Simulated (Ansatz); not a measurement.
**C₂H₂F₅InO: a ladder of functionals and wavefunction methods**

The task here is to estimate one member of a computed series from the others.

Program: Ansatz 0.2.0, Gaussian basis. Level of theory: functionals in def2-TZVPP, the program's frozen cores in correlated methods. These are calculated values, not measurements.

Plan: LDA (SPW92), PBE-D4, revPBE-D4, BLYP-D4, r2SCAN-D4, B97M-V, PBE0-D4, B3LYP-D4, r2SCANh-D4, r2SCAN0-D4, HSE06-D4, BHLYP-D4, CAM-B3LYP-D4, LC-ωPBE, ωB97X-V, ωB97M-V, B2PLYP, PBE-QIDH; CCSD(T)/def2-SVP; CCSD(T)/def2-TZVPP; MP2/def2-QZVPP; extrapolation to the limit; RPA on PBE.

### The relaxed structure

The geometry comes from an earlier relaxation with PBE0-D4 in a triple-zeta def2 set; it is a stationary point, not always the lowest conformer. In takes the def2 core potential; no spin-orbit term is included.

SMILES `[F][In]([F])[O]CC(F)(F)F`, 11 atoms, charge 0, spin multiplicity 1.

Atoms are counted from 1 here; the program's logs count them from 0.

Bond lengths: F1–In2 1.922 Å, In2–F3 1.931 Å, In2–O4 1.987 Å, O4–C5 1.387 Å, C5–C6 1.516 Å, C5–H10 1.099 Å, C5–H11 1.096 Å, C6–F7 1.323 Å, C6–F8 1.384 Å, C6–F9 1.325 Å. Angles: F1–In2–F3 117.6°, F1–In2–O4 121.9°, F3–In2–O4 119.5°, In2–O4–C5 116.4°, O4–C5–C6 111.4°, O4–C5–H10 113.8°, O4–C5–H11 109.5°, C6–C5–H10 106.7°, C6–C5–H11 106.9°, H10–C5–H11 108.1°, C5–C6–F7 112.7°, C5–C6–F8 109.0°, C5–C6–F9 113.5°, F7–C6–F8 106.6°, F7–C6–F9 108.9°, F8–C6–F9 105.7°.

Set-up of the first run:

Input file in.yaml:

```yaml
crystal:
  periodic: [false, false, false]
  atoms:
    - {symbol: F, position_ang: [1.122659, -2.678919, 2.014342]}
    - {symbol: In, position_ang: [1.236417, -1.431488, 0.556394]}
    - {symbol: F, position_ang: [1.966844, -2.069401, -1.113454]}
    - {symbol: O, position_ang: [0.950702, 0.517020, 0.817687]}
    - {symbol: C, position_ang: [0.161620, 1.156505, -0.127317]}
    - {symbol: C, position_ang: [-1.191447, 0.486768, -0.262453]}
    - {symbol: F, position_ang: [-1.878184, 0.928844, -1.303559]}
    - {symbol: F, position_ang: [-1.005736, -0.870907, -0.459861]}
    - {symbol: F, position_ang: [-1.943888, 0.592146, 0.822698]}
    - {symbol: H, position_ang: [0.604603, 1.180154, -1.132778]}
    - {symbol: H, position_ang: [-0.023590, 2.189277, 0.188311]}
basis:
  gaussian: {orbitals: def2-TZVPP}
hamiltonian: {xc: lda}
output: {orbitals: {seedname: orbitals}}
```

Launch:

```sh
$ ansatz run in.yaml --threads 2 --pin off --events-out ev --progress --plain --max-ram 22528MiB --backend cuda --devices 0, --max-vram 18GiB
```

Among the steps run: LDA; PBE-D4 (GGA); revPBE-D4 (GGA); BLYP-D4 (GGA); r2SCAN-D4 (meta-GGA); B97M-V (meta-GGA); PBE0-D4 (hybrid); B3LYP-D4 (hybrid); r2SCANh-D4 (hybrid); r2SCAN0-D4 (hybrid); HSE06-D4 (hybrid); BHLYP-D4 (hybrid); CAM-B3LYP-D4 (range-separated); LC-ωPBE (range-separated); ωB97X-V (range-separated); ωB97M-V (range-separated); B2PLYP (double hybrid); PBE-QIDH (double hybrid).

One of the session's tables, all rows but one given; the rest of the session is left out.

It belongs to the step «Frontier levels by functional». 

| functional | HOMO (eV) | LUMO (eV) | gap (eV) |
| --- | --- | --- | --- |
| LDA (SPW92) | -7.54 | -4.03 | 3.51 |
| PBE-D4 | -7.29 | -3.62 | 3.67 |
| revPBE-D4 | -7.19 | -3.45 | 3.75 |
| BLYP-D4 | -7.22 | -3.62 | 3.61 |
| r2SCAN-D4 | -7.66 | -3.40 | 4.26 |
| B97M-V | -7.76 | -3.52 | 4.24 |
| PBE0-D4 | -8.97 | -2.68 | 6.29 |
| B3LYP-D4 | -8.74 | -3.06 | 5.67 |
| r2SCANh-D4 | -8.29 | -3.06 | 5.23 |
| r2SCAN0-D4 | ? | ? | ? |
| HSE06-D4 | -8.56 | -3.06 | 5.50 |
| BHLYP-D4 | -10.62 | -1.83 | 8.79 |
| CAM-B3LYP-D4 | -10.48 | -1.75 | 8.73 |
| LC-ωPBE | -11.77 | -0.29 | 11.48 |
| ωB97X-V | -11.45 | -0.50 | 10.95 |
| ωB97M-V | -11.39 | -0.69 | 10.70 |

**Question.** Estimate the row for r2SCAN0-D4.

Worked estimate for «HOMO (eV)». Against the share of exact exchange, r2SCAN-D4 (0, -7.66), r2SCANh-D4 (0.1, -8.29) give a slope of -6.30 per unit share; at 0.25 the line stands at -9.23.

The run gave: HOMO (eV): -9.24; LUMO (eV): -2.55; gap (eV): 6.68. In «HOMO (eV)» the line misses by +0.01.
